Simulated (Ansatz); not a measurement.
# PW: pressure up to the limit of the methods

One table from this session's results is given with a row withheld; the runs are named, their logs left out.

Computed with Ansatz 0.2.0 (DFT LDA, with the methods named in each step, unless a step's input says otherwise).

### The starting structure

Symmetry: F-43m, No. 216, cubic system. Conventional cell: a = 5.700 Å, b = 5.700 Å, c = 5.700 Å, α = 90.00°, β = 90.00°, γ = 90.00°. W (site symmetry -43m) has 4 P at 2.47 Å as nearest neighbours. Around P (site symmetry -43m) lie 4 W at 2.47 Å.

Coordinates:

```cif
data_structure
_symmetry_space_group_name_H-M 'P 1'
_symmetry_Int_Tables_number 1
_cell_length_a 4.0306
_cell_length_b 4.0306
_cell_length_c 4.0306
_cell_angle_alpha 60.000
_cell_angle_beta 60.000
_cell_angle_gamma 60.000
_cell_volume 46.30
loop_
_atom_site_label
_atom_site_type_symbol
_atom_site_fract_x
_atom_site_fract_y
_atom_site_fract_z
_atom_site_occupancy
W1 W 0.00000 0.00000 0.00000 1
P1 P 0.25000 0.25000 0.25000 1
```

Whether this phase is the stable one at these pressures isn't tested.

Atoms are numbered in the order of the input: W1, P2.

The first run:

Input file input.yaml:

```yaml
crystal:
  lattice:
    - [0.0, 2.8500603755, 2.8500603755]
    - [2.8500603755, 0.0, 2.8500603755]
    - [2.8500603755, 2.8500603755, 0.0]
  atoms:
    - { symbol: W, position: [0.0, 0.0, 0.0] }
    - { symbol: P, position: [0.25, 0.25, 0.25] }
kpoints:
  mp_grid: { grid: [12, 12, 12] }
scf:
  occupations: { method: fermi_dirac, width: 0.1 }
hamiltonian:
  xc: lda
  pseudopotentials: { kind: paw }
output:
  forces: true
  stress: true
  write_density: true
  write_potential: true
  elf: true
  volumetric_format: npy
relax:
  f_tol: 0.005
  max_steps: 40
  cell: {}
```

Run with:

```
ansatz run input.yaml --threads 1 --pin off --max-ram 2048MiB --backend cpu --events-out ev --progress --plain --runs-dir out
```

Among the steps run: Cell relaxed at zero pressure, PAW; Volume scaled by 1, PAW; Volume scaled by 1, PAW (partial_waves polarizable); Volume scaled by 0.92, PAW; Volume scaled by 0.84, PAW; Volume scaled by 0.76, PAW; Volume scaled by 0.76, PAW (partial_waves polarizable); Volume scaled by 0.68, PAW; Volume scaled by 0.6, PAW; Volume scaled by 0.52, PAW; Volume scaled by 0.45, PAW; Volume scaled by 0.45, PAW (level accurate).

One table of the session follows, with a row left open; its other results are not shown here.

```
                         method  volume over the first  volume (Å³/atom)  pressure (GPa)
                            PAW                      1            19.055           -0.02
                            PAW                   0.92            17.531           15.71
                            PAW                   0.84            16.007           39.39
                            PAW                   0.76            14.482           75.33
                            PAW                   0.68            12.958          130.80
                            PAW                    0.6            11.433          218.67
                            PAW                   0.52             9.909          362.86
                            PAW                   0.45                 ?               ?
           PAW (level accurate)                   0.45             8.575          568.45
PAW (partial_waves polarizable)                      1            19.055           -0.02
PAW (partial_waves polarizable)                   0.76            14.482           75.32
```

Q: Estimate the row for PAW, 0.45 from the others.

As computed: volume (Å³/atom): 8.575; pressure (GPa): 573.06.
